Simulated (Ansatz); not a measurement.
**Ta2H3: a trial structure relaxed**

Where does Ta2H3 go from the start given, corundum type (R-3c, No. 167)?

Method: DFT PBE, scalar-relativistic, plane waves, PAW, in Ansatz 0.2.0.

## (1) Starting point

The structure is trigonal, space group R-3c (No. 167). Conventional cell: a = 5.107 Å, b = 5.107 Å, c = 13.944 Å, α = 90.00°, β = 90.00°, γ = 120.00°. Ta (site symmetry 3) has 6 H at 1.99 to 2.12 Å as nearest neighbours. H (site symmetry 2) is surrounded by 4 Ta at 1.99 to 2.12 Å.

As a file:

```xyz
10
Lattice="2.5536 1.4743 4.6480 -2.5536 1.4743 4.6480 0.0000 -2.9487 4.6480" Properties=species:S:1:pos:R:3 pbc="T T T"
Ta    0.0000    0.0000   11.8827
Ta    0.0000    0.0000    9.0331
Ta    0.0000    0.0000    2.0612
Ta    0.0000    0.0000    4.9108
H    -0.9895   -1.4743    5.8100
H     1.7716   -0.1198    5.8100
H    -0.7820    1.5941    5.8100
H     0.9895    1.4743    8.1339
H    -1.7716    0.1198    8.1339
H     0.7820   -1.5941    8.1339
```

(A quick probe on a coarse mesh, which set the mesh and smearing, is not shown.)

## (3) Coarse relaxation

Input file input.yaml:

```yaml
crystal:
  lattice:
    - [2.5536174078, 1.4743316978, 4.6479671605]
    - [-2.5536174078, 1.4743316978, 4.6479671605]
    - [0.0, -2.9486633957, 4.6479671605]
  atoms:
    - { symbol: Ta, position: [0.85218, 0.85218, 0.85218] }
    - { symbol: Ta, position: [0.64782, 0.64782, 0.64782] }
    - { symbol: Ta, position: [0.14782, 0.14782, 0.14782] }
    - { symbol: Ta, position: [0.35218, 0.35218, 0.35218] }
    - { symbol: H, position: [0.05625, 0.44375, 0.75] }
    - { symbol: H, position: [0.75, 0.05625, 0.44375] }
    - { symbol: H, position: [0.44375, 0.75, 0.05625] }
    - { symbol: H, position: [0.94375, 0.55625, 0.25] }
    - { symbol: H, position: [0.25, 0.94375, 0.55625] }
    - { symbol: H, position: [0.55625, 0.25, 0.94375] }
basis:
  ecutwfc: 420
kpoints:
  mp_grid: { grid: [6, 6, 6] }
hamiltonian:
  xc: pbe
scf:
  occupations: { method: gaussian, width: 0.1 }
  lower_state_search: "off"
output:
  forces: true
  stress: true
  eigenvalues: true
relax:
  adjacent_minimum: "off"
  f_tol: 0.04
  max_steps: 70
  cell: { stress_tol: 0.4 }
```

Command:

```
> ansatz run input.yaml --threads 1 --pin off --max-ram 2560MiB --backend cpu --events-out ev --progress --plain --runs-dir out
```

Further runs follow: full relaxation.

Before running it: what results should come out?

The runs gave:

Formation energies count from the elements, computed with the same settings in runs not shown here.

| quantity | value |
| --- | --- |
| cell (conventional) | a = 5.011 Å, b = 5.011 Å, c = 12.055 Å, α = 90.00°, β = 90.00°, γ = 120.00° |
| space group | R-3c (No. 167) |
| volume | 8.74 Å³/atom |
| gap on the mesh | none (metal) |
| formation energy from the elements | -0.052 eV/atom |

The space group stayed R-3c, and from the first guess the volume went from 10.50 to 8.74 Å³/atom. With -0.05 eV/atom it lies under the elements, which doesn't yet make it stable against other compounds of them. Spin-orbit coupling is left out for Ta.
